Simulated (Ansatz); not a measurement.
# Ge2Sb2Te5: a line through a two-coordinate scan

An exercise on one series of results from a longer session: the logs are not shown, and one member is left open.

Program: Ansatz 0.2.0. Level of theory: DFT PBE, scalar-relativistic, plane waves, PAW. These are calculated values, not measurements.

1 further run of the same task is left out (set aside as unsound or not needed).

## The system as given

Symmetry: P-3m1, No. 164, trigonal system. Conventional cell: a = 4.264 Å, b = 4.264 Å, c = 18.087 Å, α = 90.00°, β = 90.00°, γ = 120.00°. Ge (site symmetry 3m) is surrounded by 6 Te at 2.84 to 3.32 Å. Sb (site symmetry 3m) has 6 Te at 3.02 to 3.19 Å as nearest neighbours. Around Te (site symmetry -3m) lie 6 Sb at 3.19 Å. Te (site symmetry 3m) is surrounded by 3 Sb at 3.02 Å and 3 Ge at 3.32 Å. Te (site symmetry 3m) has 3 Ge at 2.84 Å as nearest neighbours.

As a file:

```xyz
9
Lattice="4.2640 0.0000 0.0000 -2.1320 3.6927 0.0000 0.0000 0.0000 18.0865" Properties=species:S:1:pos:R:3 pbc="T T T"
Ge    0.0000    0.0000    5.9952
Ge    0.0000    0.0000   12.0914
Sb    0.0000    2.4618    2.0285
Sb    2.1320    1.2309   16.0581
Te    0.0000    0.0000    0.0000
Te    0.0000    2.4618   14.3130
Te    2.1320    1.2309    3.7736
Te    0.0000    2.4618    7.4110
Te    2.1320    1.2309   10.6756
```

It goes back to an entry of the Materials Project, which need not be the stable form.

This cell was relaxed beforehand with the same method: volume 31.64 Å³/atom, gap on the mesh 0.18 eV.

## Plan of the line

The energy is mapped over volume and the cell's shape.

- volume per atom: 5 values from 26.58 to 36.71 Å³
- c/a of the conventional cell: 5 values from 3.536 to 5.088

Nothing else is relaxed (fractional coordinates fixed). Energies count from the relaxed crystal. Points are written as (first, second).

The first run:

input.yaml

```yaml
crystal:
  lattice:
    - [3.7864426369, 0.0, 0.0]
    - [-1.8932213185, 3.2791555136, 0.0]
    - [0.0, 0.0, 19.2665560695]
  atoms:
    - { symbol: Ge, position: [0.0, 0.0, 0.331471356] }
    - { symbol: Ge, position: [0.0, 0.0, 0.668528644] }
    - { symbol: Sb, position: [0.3333333333, 0.6666666667, 0.1121550832] }
    - { symbol: Sb, position: [0.6666666667, 0.3333333333, 0.8878449168] }
    - { symbol: Te, position: [0.0, 0.0, 0.0] }
    - { symbol: Te, position: [0.3333333333, 0.6666666667, 0.7913602895] }
    - { symbol: Te, position: [0.6666666667, 0.3333333333, 0.2086397105] }
    - { symbol: Te, position: [0.3333333333, 0.6666666667, 0.4097504733] }
    - { symbol: Te, position: [0.6666666667, 0.3333333333, 0.5902495267] }
basis:
  ecutwfc: 420
kpoints:
  mp_grid: { grid: [12, 12, 2] }
hamiltonian:
  xc: pbe
  pseudopotentials: { kind: paw, azcp: { folder: soft_1 } }
scf:
  occupations: { method: gaussian, width: 0.03 }
output:
  forces: true
  stress: true
  eigenvalues: true
```

Launch:

```console
ansatz run input.yaml --threads 2 --pin off --max-ram 4096MiB --backend cpu --events-out ev --progress --plain --runs-dir out
```

Steps of the session up to this table: Point (26.58 Å³, 5.088); Grid point (29.11 Å³, 5.088); The run at (31.64 Å³, 5.088); The run at (34.17 Å³, 5.088); Point (36.71 Å³, 5.088).

One of the session's tables, all rows but one given; the rest of the session is left out.

| volume per atom (Å³) | energy (meV/atom) | slope (meV/atom per Å³) | pressure (GPa) | largest force on an atom (eV/Å) |
| --- | --- | --- | --- | --- |
| 26.58 | 213 | −67 | 10.7 | 1.18 |
| 29.11 | ? | ? | ? | ? |
| 31.64 | 72 | 1 | −0.2 | 0.50 |
| 34.17 | 98 | 18 | −2.9 | 1.00 |
| 36.71 | 160 | 30 | −4.8 | 1.33 |

Estimate the missing values for volume per atom (Å³) = 29.11.

Worked estimate for «energy (meV/atom)». A straight line through the neighbours (26.58, 213) and (31.64, 72) gives 213 + (72 − 213) × (29.11 − 26.58) / (31.64 − 26.58) = 142; a parabola fitted to 3 rows on both sides gives 110.

**Answer.** energy (meV/atom): 100; slope (meV/atom per Å³): −25; pressure (GPa): 4.1; largest force on an atom (eV/Å): 0.30. In «energy (meV/atom)» the line misses by +42 and the parabola by +10.

Energies count from the relaxed crystal. Slopes come from the forces (and the stress, where the cell changes), not from differences of energies.
